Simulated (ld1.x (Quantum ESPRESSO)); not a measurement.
**Ga: a PAW potential and its near relatives**

Aim: generate and test one potential in full, then change a few of its settings and see what happens to hardness, ghosts and transferability.

Program: ld1.x (Quantum ESPRESSO) 7.5. Reference atom: LDA (PZ), non-relativistic, spherical and spin-unpolarised. All values are calculated.

1 further run of the same task is left out (it didn't finish).

## (1) The atom and the settings

Typed settings, in words:

* element: gallium (Ga, Z = 31)
* type: PAW
* frozen core: [Ar] 3d10
* valence charge: 3
* reference configuration: 4s2 4p1
* partial waves: 4s (bound): rcut 2.00, rcutus 2.15 bohr; 4s channel at 0.1 Ry: rcut 2.00, rcutus 2.15 bohr; 4p (bound): rcut 2.05, rcutus 2.70 bohr; 4p channel at 0.9 Ry: rcut 2.05, rcutus 2.70 bohr
* local potential: all-electron potential smoothed inside 2.00 bohr (lloc = -1)
* core correction: Bessel-smoothed model core inside 1.70 bohr
* augmentation charge: PSQ, inside the norm-conserving radii

The outer shells as boxes (Hund's rule for the drawing; the calculation is spin-unpolarised):

```
[Ar] core
3d [↑↓][↑↓][↑↓][↑↓][↑↓]
4s [↑↓]
4p [↑ ][  ][  ]
```

The nodes and maxima of the atom's own shells, from an earlier all-electron run, set the scale for the radii.

All-electron outer shells of the reference configuration (LDA (PZ), non-relativistic, ld1.x):

```tsv
shell	level (eV)	outermost node (bohr)	outermost maximum (bohr)
3p	-97.53	0.24	0.57
3d	-20.02	–	0.53
4s	-8.93	0.82	1.92
4p	-2.77	0.88	2.53
```

## (2) Generation of the first potential

The input, Ga.in:

```
 &input
   title='Ga', zed=31., rel=0, dft='PZ', iswitch=3,
   config='[Ar] 3d10 4s2 4p1',
   nld=2, rlderiv=2.95, eminld=-3.0, emaxld=5.0, deld=0.02
 /
 &inputp
   pseudotype=3, lpaw=.true., tm=.true., lloc=-1, rcloc=2.00,
   nlcc=.true., new_core_ps=.true., rcore=1.70,
   which_augfun='PSQ', rmatch_augfun_nc=.true.,
   file_pseudopw='Ga.UPF', file_wfcaegen='ae.wfc', file_wfcncgen='nc.wfc', file_beta='beta', file_chi='chi', file_wfcusgen='us.wfc'
 /
4
4S  1  0   2.00   0.00  2.00  2.15  0.0
4S  1  0   0.00   0.10  2.00  2.15  0.0
4P  2  1   1.00   0.00  2.05  2.70  0.0
4P  2  1   0.00   0.90  2.05  2.70  0.0
 &test
   configts(1)='4s2 4p1'
 /
```

The run is started by

```sh
ld1.x < Ga.in > Ga.out
```

Output in Ga.out (without the banner and most projector matrices):

```text
     Program LD1 v.7.5
     --------------------------- All-electron run ----------------------------

     Ga

     atomic number is 31.00
     dft =PZ   lsd =0 sic =0 latt =0  beta=0.20 tr2=1.0E-14
     Exchange-correlation= PZ
                           (   1   1   0   0   0   0   0)
     mesh =1205 r(mesh) = 101.09016 a.u. xmin = -7.00 dx = 0.01250
     1 Ry =  13.60569312 eV

     n l     nl                  e(Ry)          e(Ha)          e(eV)
     1 0     1S 1( 2.00)      -740.3425      -370.1712    -10072.8728
     2 0     2S 1( 2.00)       -90.4019       -45.2009     -1229.9800
     2 1     2P 1( 6.00)       -80.1869       -40.0935     -1090.9988
     3 0     3S 1( 2.00)       -10.4824        -5.2412      -142.6202
     3 1     3P 1( 6.00)        -7.1684        -3.5842       -97.5314
     3 2     3D 1(10.00)        -1.4715        -0.7358       -20.0212
     4 0     4S 1( 2.00)        -0.6563        -0.3282        -8.9297
     4 1     4P 1( 1.00)        -0.2037        -0.1019        -2.7716

     final scf error:  9.1E-15 reached in  29 iterations

     Etot =   -3843.660198 Ry,   -1921.830099 Ha,  -52295.661120 eV

     Ekin =    3839.802382 Ry,    1919.901191 Ha,   52243.172857 eV
     Encl =   -9207.149336 Ry,   -4603.574668 Ha, -125269.648399 eV
     Eh   =    1667.492245 Ry,     833.746122 Ha,   22687.387766 eV
     Exc  =    -143.805488 Ry,     -71.902744 Ha,   -1956.573344 eV

     normalization and overlap integrals

     s(1S/1S) =  1.000000  <r> =   0.0495  <r2> =    0.0033  r(max) =   0.0327
     s(2S/2S) =  1.000000  <r> =   0.2219  <r2> =    0.0580  r(max) =   0.1856
     s(2P/2P) =  1.000000  <r> =   0.1924  <r2> =    0.0453  r(max) =   0.1482
     s(3S/3S) =  1.000000  <r> =   0.6639  <r2> =    0.5092  r(max) =   0.5718
     s(3P/3P) =  1.000000  <r> =   0.6847  <r2> =    0.5534  r(max) =   0.5718
     s(3D/3D) =  1.000000  <r> =   0.8063  <r2> =    0.8526  r(max) =   0.5305
     s(4S/4S) =  1.000000  <r> =   2.3700  <r2> =    6.5389  r(max) =   1.9223
     s(4P/4P) =  1.000000  <r> =   3.3738  <r2> =   13.7167  r(max) =   2.5307

     ------------------------ End of All-electron run ------------------------

     --------------------- Generating PAW atomic setup --------------------

      Generating local potential from pseudized AE potential:
      Matching radius rcloc =   2.0000

      Local pseudo, rcloc= 1.996 Estimated cut-off energy=     6.13 Ry

      Computing core charge for nlcc:

       r > 1.72 : true rho core
      Core charge pseudized with two Bessel functions
      Integrated core pseudo-charge :   5.64
      Wfc-us  4S rcutus= 2.151  Estimated cut-off energy=     9.93 Ry
      Wfc-us  4S rcutus= 2.151  Estimated cut-off energy=    11.51 Ry
      Wfc-us  4P rcutus= 2.694  Estimated cut-off energy=    10.40 Ry
      Wfc-us  4P rcutus= 2.694  Estimated cut-off energy=    14.08 Ry

     Required augmentation: PSQ   radius:    2.700000

     Q pseudized with Bessel functions
     Expected ecutrho=      62.7055 due to l1=  1   l2=  1

     Estimated PAW energy = -146.081576 Ryd

     The PAW screened D coefficients
     1.16436     0.96238     0.00000     0.00000
     0.96238     0.79782     0.00000     0.00000
     0.00000     0.00000     0.21112     0.22878
     0.00000     0.00000     0.22878     0.25607

     The PAW descreened D coefficients (US)
     0.51101     0.39175     0.00000     0.00000
     0.39175     0.30243     0.00000     0.00000
     0.00000     0.00000     0.12241     0.12155
     0.00000     0.00000     0.12155     0.12334

     ------------------- End of pseudopotential generation -------------------

     [... the all-electron block is printed once more ...]


     Computing logarithmic derivative in   2.95880
     Computing logarithmic derivative in   2.95880
     Computing the partial wave expansion
     R is outside the sphere for l=    0 j= 0.00
     R is outside the sphere for l=    0 j= 0.00
     R is outside the sphere for l=    1 j= 0.00
     R is outside the sphere for l=    1 j= 0.00

     ---------------------- Testing the pseudopotential ----------------------

     Ga

     atomic number is 31.00   valence charge is  3.00
     dft = SLA  PZ   NOGX NOGC   lsd =0 sic =0 latt =0  beta=0.20 tr2=1.0E-14
     mesh =1205 r(mesh) = 101.09016 xmin = -7.00 dx = 0.01250

     n l     nl             e AE (Ry)        e PS (Ry)    De AE-PS (Ry)
     1 0     4S   1( 2.00)       -0.65632       -0.65632        0.00000
     2 1     4P   1( 1.00)       -0.20371       -0.20371        0.00000

     eps = 1.7E-16  iter =  1

     Etot =   -3843.660198 Ry,   -1921.830099 Ha,  -52295.661120 eV
     Etotps =  -146.081576 Ry,     -73.040788 Ha,   -1987.541090 eV

     Ekin =       9.435578 Ry,       4.717789 Ha,     128.377585 eV
     Encl =     -14.759506 Ry,      -7.379753 Ha,    -200.813312 eV
     Ehrt =       3.047840 Ry,       1.523920 Ha,      41.467981 eV
     Ecxc =    -143.805488 Ry,     -71.902744 Ha,   -1956.573344 eV
     (Ecc =      -6.591242 Ry,      -3.295621 Ha,     -89.678413 eV)

     ---------------------- End of pseudopotential test ----------------------
```

Run time: 0.66 s. Hardware: 1 thread, shared host. This counts the later configuration tests of the new file too.

Partial waves on a coarse radial grid (AE all-electron, PS pseudo):

```
r (bohr)    4s AE   4s PS
   0.135   0.1869  0.0857
   0.270  -0.0141  0.1700
   0.405  -0.2690  0.2514
   0.540  -0.3061  0.3288
   0.675  -0.1908  0.4010
   0.810  -0.0148  0.4670
   0.945   0.1665  0.5259
   1.080   0.3271  0.5772
   1.215   0.4577  0.6205
   1.350   0.5571  0.6555
   1.485   0.6280  0.6822
   1.620   0.6742  0.7004
   1.755   0.7001  0.7104
   1.890   0.7095  0.7123
   2.025   0.7060  0.7063
   2.160   0.6926  0.6926
   2.295   0.6718  0.6718
   2.430   0.6456  0.6456
   2.565   0.6157  0.6157
   2.700   0.5835  0.5835
   2.835   0.5500  0.5500
   2.970   0.5160  0.5160
   3.105   0.4821  0.4821
   3.240   0.4489  0.4489
   3.375   0.4168  0.4168
   3.510   0.3858  0.3858
```

## (3) Configuration tests

The input, Ga.test.in:

```
 &input
   title='Ga', zed=31., rel=0, dft='PZ', iswitch=2,
   config='[Ar] 3d10 4s2 4p1'
 /
 &test
   file_pseudo='Ga.UPF', nconf=10,
   configts(1)='4s2 4p1',
   configts(2)='4s2 4p0',
   configts(3)='4s1 4p0',
   configts(4)='4s2 4p0.5',
   configts(5)='4s0 4p3',
   configts(6)='4s1 4p1',
   configts(7)='4s2 4p1.3',
   configts(8)='4s1 4p2',
   configts(9)='4s2 4p1', lsdts(9)=1,
   configts(10)='4s1 4p0', lsdts(10)=1
 /
```

The run is started by

```sh
ld1.x < Ga.test.in > Ga.test.out
```

Ga.test.out, the pseudopotential blocks (excerpt; [...] marks lines left out):

```text
     ---------------------- Testing the pseudopotential ----------------------

     Ga

     atomic number is 31.00   valence charge is  3.00
     dft =SLA  PZ   NOGX NOGC   lsd =0 sic =0 latt =0  beta=0.20 tr2=1.0E-14
     mesh =1205 r(mesh) = 101.09016 xmin = -7.00 dx = 0.01250

     n l     nl             e AE (Ry)        e PS (Ry)    De AE-PS (Ry)
     1 0     4S   1( 2.00)       -0.65632       -0.65632        0.00000
     2 1     4P   1( 1.00)       -0.20371       -0.20371        0.00000

     eps = 1.6E-16  iter =  1

     Etot =   -3843.660198 Ry,   -1921.830099 Ha,  -52295.661120 eV
     Etotps =  -146.081576 Ry,     -73.040788 Ha,   -1987.541090 eV

     Ekin =       9.435578 Ry,       4.717789 Ha,     128.377585 eV
     Encl =     -14.759506 Ry,      -7.379753 Ha,    -200.813312 eV
     Ehrt =       3.047840 Ry,       1.523920 Ha,      41.467981 eV
     Ecxc =    -143.805488 Ry,     -71.902744 Ha,   -1956.573344 eV
     (Ecc =      -6.591242 Ry,      -3.295621 Ha,     -89.678413 eV)

     ---------------------- End of pseudopotential test ----------------------

     ---------------------- Testing the pseudopotential ----------------------

     Ga

     [...]
     n l     nl             e AE (Ry)        e PS (Ry)    De AE-PS (Ry)
     1 0     4S   1( 2.00)       -1.20244       -1.20652        0.00407
     2 1     4P   1( 0.00)       -0.68567       -0.68812        0.00245

     eps = 9.2E-15  iter =  6

     Etot =   -3843.225099 Ry,   -1921.612550 Ha,  -52289.741306 eV
     Etotps =  -145.645661 Ry,     -72.822830 Ha,   -1981.610162 eV
     dEtot_ae =       0.435098 Ry
     dEtot_ps =       0.435915 Ry,   Delta E=      -0.000817 Ry

     [...]
     ---------------------- End of pseudopotential test ----------------------
```

8 tests gave no usable energy difference (4s1 4p0; 4s2 4p0.5; 4s0 4p3; 4s1 4p1; others); the test run stopped with "negative rho".

The tests as a table, with energies relative to 4s2 4p1.

```tsv
valence configuration	charge	ΔE all-electron (eV)	error AE − PS (meV)
4s2 4p0	+1	5.920	-11
```

## (4) Logarithmic derivatives

Taken from the files of the generation run. The phase is arctan(r·u′/u) with u = r·R, unwrapped, with energies in Ry. A pole is an energy at which the radial function vanishes at the test radius. The pseudo phase is shifted by a multiple of π to meet the all-electron one at the reference energy. Levels narrower than the energy grid can be missing from the poles. The last column is the largest difference on the grid between −1 and +1 Ry.

```tsv
channel	radius (bohr)	reference (Ry)	poles AE	poles PS	window around the reference with phases within 0.05 rad (Ry)	largest difference near zero (rad)
s	2.96	-0.66	-0.00	-0.00	the whole range	0.000
p	2.96	-0.20	0.89	0.89	below 2.9	0.000
```

Phases (rad) along the scan:

```
E (Ry)    p AE    p PS    s AE    s PS
 -3.00   1.358   1.358   1.342   1.342
 -2.52   1.334   1.334   1.309   1.309
 -2.04   1.299   1.299   1.255   1.255
 -1.56   1.243   1.243   1.141   1.141
 -1.08   1.131   1.131   0.708   0.708
 -0.60   0.798   0.798  -1.093  -1.093
 -0.12  -0.647  -0.647  -1.529  -1.529
  0.36  -1.373  -1.373  -1.664  -1.664
  0.84  -1.559  -1.559  -1.761  -1.761
  1.32  -1.659  -1.659  -1.879  -1.879
  1.80  -1.747  -1.748  -2.106  -2.108
  2.28  -1.865  -1.869  -2.825  -2.847
  2.76  -2.112  -2.138  -3.997  -4.021
  3.24  -2.979  -3.175  -4.385  -4.400
  3.72  -4.106  -4.221  -4.529  -4.542
  4.20  -4.425  -4.487  -4.604  -4.619
  4.68  -4.547  -4.598  -4.653  -4.672
```

## (5) Plane-wave convergence, by spherical Bessel functions

This step uses the generator's waves and projectors in a separate script. Basis: spherical Bessel functions vanishing at 20 bohr, q² up to the cutoff; potential fixed at the reference.

All-electron valence levels (Ry): 4s -0.6563, 4p -0.2037. The lowest levels of each channel (Ry) by cutoff; the last column sums, over occupied levels, occupation times the distance from the level at 400 Ry. A positive value at high cutoff is not a bound level.

```
cutoff (Ry)     s #1     p #1    d #1    f #1  Σ f·Δε (mRy)
          6  -0.6561  -0.2019  0.0499  0.1048           2.4
          8  -0.6562  -0.2032  0.0498  0.1048           0.7
         10  -0.6562  -0.2036  0.0497  0.1048           0.3
         12  -0.6562  -0.2037  0.0497  0.1048           0.2
        400  -0.6563  -0.2037  0.0497  0.1048           0.0
```

The sum stays within 10 mRy from 6 Ry or less and within 1 mRy from 8 Ry. The sum leaves out empty levels, which can need more. Ghost test: no level below the all-electron spectrum of its channel (s, p, d, f tested).

## (6) Variant: functional PBE; waves 4s channel at 0.01 Ry: rcut 2.00, rcutus 2.15 bohr

Ga.in: that of step 2 with these lines changed.

```diff
@@ -1,3 +1,3 @@
  &input
-   title='Ga', zed=31., rel=0, dft='PZ', iswitch=3,
+   title='Ga', zed=31., rel=0, dft='PBE', iswitch=3,
    config='[Ar] 3d10 4s2 4p1',
@@ -13,3 +13,3 @@
 4S  1  0   2.00   0.00  2.00  2.15  0.0
-4S  1  0   0.00   0.10  2.00  2.15  0.0
+4S  1  0   0.00   0.01  2.00  2.15  0.0
 4P  2  1   1.00   0.00  2.05  2.70  0.0
```

The run is started by

```sh
ld1.x < Ga.in > Ga.out
```

What the program wrote to Ga.out (without the banner and most projector matrices):

```text
     Program LD1 v.7.5
     --------------------------- All-electron run ----------------------------

     Ga

     atomic number is 31.00
     dft =PBE   lsd =0 sic =0 latt =0  beta=0.20 tr2=1.0E-14
     Exchange-correlation= PBE
                           (   1   4   3   4   0   0   0)
     mesh =1205 r(mesh) = 101.09016 a.u. xmin = -7.00 dx = 0.01250
     1 Ry =  13.60569312 eV

     n l     nl                  e(Ry)          e(Ha)          e(eV)
     1 0     1S 1( 2.00)      -741.7187      -370.8593    -10091.5969
     2 0     2S 1( 2.00)       -90.5587       -45.2793     -1232.1137
     2 1     2P 1( 6.00)       -80.2322       -40.1161     -1091.6147
     3 0     3S 1( 2.00)       -10.5324        -5.2662      -143.3012
     3 1     3P 1( 6.00)        -7.1831        -3.5916       -97.7314
     3 2     3D 1(10.00)        -1.4534        -0.7267       -19.7742
     4 0     4S 1( 2.00)        -0.6402        -0.3201        -8.7097
     4 1     4P 1( 1.00)        -0.1923        -0.0961        -2.6162

     final scf error:  9.5E-15 reached in  29 iterations

     Etot =   -3849.131214 Ry,   -1924.565607 Ha,  -52370.098085 eV

     Ekin =    3846.533351 Ry,    1923.266675 Ha,   52334.752359 eV
     Encl =   -9214.186330 Ry,   -4607.093165 Ha, -125365.391581 eV
     Eh   =    1667.895357 Ry,     833.947678 Ha,   22692.872385 eV
     Exc  =    -149.373592 Ry,     -74.686796 Ha,   -2032.331248 eV

     normalization and overlap integrals

     s(1S/1S) =  1.000000  <r> =   0.0494  <r2> =    0.0033  r(max) =   0.0327
     s(2S/2S) =  1.000000  <r> =   0.2215  <r2> =    0.0578  r(max) =   0.1856
     s(2P/2P) =  1.000000  <r> =   0.1922  <r2> =    0.0452  r(max) =   0.1482
     s(3S/3S) =  1.000000  <r> =   0.6625  <r2> =    0.5068  r(max) =   0.5718
     s(3P/3P) =  1.000000  <r> =   0.6838  <r2> =    0.5516  r(max) =   0.5718
     s(3D/3D) =  1.000000  <r> =   0.8057  <r2> =    0.8508  r(max) =   0.5305
     s(4S/4S) =  1.000000  <r> =   2.3828  <r2> =    6.6092  r(max) =   1.9223
     s(4P/4P) =  1.000000  <r> =   3.4245  <r2> =   14.1966  r(max) =   2.5626

     ------------------------ End of All-electron run ------------------------

     --------------------- Generating PAW atomic setup --------------------

      Generating local potential from pseudized AE potential:
      Matching radius rcloc =   2.0000

      Local pseudo, rcloc= 1.996 Estimated cut-off energy=     6.09 Ry

      Computing core charge for nlcc:

       r > 1.72 : true rho core
      Core charge pseudized with two Bessel functions
      Integrated core pseudo-charge :   5.59
      Wfc-us  4S rcutus= 2.151  Estimated cut-off energy=     9.91 Ry
      Wfc-us  4S rcutus= 2.151  Estimated cut-off energy=    11.22 Ry
      Wfc-us  4P rcutus= 2.694  Estimated cut-off energy=    10.39 Ry
      Wfc-us  4P rcutus= 2.694  Estimated cut-off energy=    13.94 Ry

     Required augmentation: PSQ   radius:    2.700000

     Q pseudized with Bessel functions
     Expected ecutrho=      62.6153 due to l1=  1   l2=  1

     Estimated PAW energy = -151.671232 Ryd

     The PAW screened D coefficients
     1.07252     0.87691     0.00000     0.00000
     0.87691     0.71854     0.00000     0.00000
     0.00000     0.00000     0.19295     0.20922
     0.00000     0.00000     0.20922     0.23493

     The PAW descreened D coefficients (US)
     0.47562     0.36493     0.00000     0.00000
     0.36493     0.28123     0.00000     0.00000
     0.00000     0.00000     0.10822     0.10739
     0.00000     0.00000     0.10739     0.10949

     ------------------- End of pseudopotential generation -------------------

     [... the all-electron block is printed once more ...]


     Computing logarithmic derivative in   2.95880
     Computing logarithmic derivative in   2.95880
     Computing the partial wave expansion
     R is outside the sphere for l=    0 j= 0.00
     R is outside the sphere for l=    0 j= 0.00
     R is outside the sphere for l=    1 j= 0.00
     R is outside the sphere for l=    1 j= 0.00

     ---------------------- Testing the pseudopotential ----------------------

     Ga

     atomic number is 31.00   valence charge is  3.00
     dft = SLA  PW   PBX  PBC   lsd =0 sic =0 latt =0  beta=0.20 tr2=1.0E-14
     mesh =1205 r(mesh) = 101.09016 xmin = -7.00 dx = 0.01250

     n l     nl             e AE (Ry)        e PS (Ry)    De AE-PS (Ry)
     1 0     4S   1( 2.00)       -0.64015       -0.64015        0.00000
     2 1     4P   1( 1.00)       -0.19229       -0.19229        0.00000

     eps = 1.7E-16  iter =  1

     Etot =   -3849.131214 Ry,   -1924.565607 Ha,  -52370.098085 eV
     Etotps =  -151.671232 Ry,     -75.835616 Ha,   -2063.592233 eV

     Ekin =       9.152278 Ry,       4.576139 Ha,     124.523081 eV
     Encl =     -14.473329 Ry,      -7.236665 Ha,    -196.919678 eV
     Ehrt =       3.023412 Ry,       1.511706 Ha,      41.135613 eV
     Ecxc =    -149.373592 Ry,     -74.686796 Ha,   -2032.331248 eV
     (Ecc =      -6.707936 Ry,      -3.353968 Ha,     -91.266124 eV)

     ---------------------- End of pseudopotential test ----------------------
```

Wall time 0.72 s (1 thread, shared host). This counts the later configuration tests of the new file too.

The new file went through the configuration test as well (its log is not shown).

The input, Ga.test.in:

```
 &input
   title='Ga', zed=31., rel=0, dft='PBE', iswitch=2,
   config='[Ar] 3d10 4s2 4p1'
 /
 &test
   file_pseudo='Ga.UPF', nconf=8,
   configts(1)='4s2 4p1',
   configts(2)='4s2 4p0',
   configts(3)='4s1 4p0',
   configts(4)='4s2 4p0.5',
   configts(5)='4s0 4p3',
   configts(6)='4s1 4p1',
   configts(7)='4s2 4p1.3',
   configts(8)='4s1 4p2'
 /
```

6 tests gave no usable energy difference (4s1 4p0; 4s2 4p0.5; 4s0 4p3; 4s1 4p1; others); the test run stopped with "negative rho".

Excitation and ionisation energies from 4s2 4p1, with the error of the potential.

| valence configuration | charge | ΔE all-electron (eV) | error AE − PS (meV) |
| --- | --- | --- | --- |
| 4s2 4p0 | +1 | 5.722 | -11 |

With this change the loose cutoff stays at 6 Ry or less, the largest error in the tests that it solved is -11 meV (4s2 4p0) and there is no bound ghost.

## (7) All runs side by side

Cutoffs, loose and tight: the cutoffs (Ry, on a coarse ladder) from which the occupation-weighted sum of valence levels, in a spherical-Bessel basis at the reference potential, stays within 10 and 1 mRy of its value at 400 Ry; empty and scattering waves don't count. The number of plane waves in a given cell goes as the cutoff to the power 3/2; it is given for the loose cutoff, relative to the first potential. Test errors are all-electron less pseudo; runs with another core, reference, functional or relativity have tests of their own. The phase difference is the largest within 1 Ry of zero, over the channels with partial waves.

```csv
change,outcome,"cutoff, loose","cutoff, tight","plane waves, relative",bound ghosts,largest test error (meV),phase difference near zero (rad),lowest overlap eigenvalue (Bessel basis)
first potential,generated,6 Ry or less,8 Ry,1.00,none,-11 (8 tests unsolved),0.000,0.383
"functional PBE; waves 4s channel at 0.01 Ry: rcut 2.00, rcutus 2.15 bohr",generated,6 Ry or less,8 Ry,1.00,none,-11 (6 tests unsolved),0.000,0.387
```

The first potential by itself. The worst unpolarised test, 4s2 4p0, is off by 11 meV on 5.9 eV; by total energies transferability rates as good where solved. The test run broke off, so later configurations gave nothing; the verdict rests on few tests. It counts as soft on the atom at that tolerance, with 6 Ry or less needed at the looser tolerance. The slowest occupied level is 4p: taken alone it needs 8 Ry to come within 1 mRy, against 6 Ry or less for 4s.
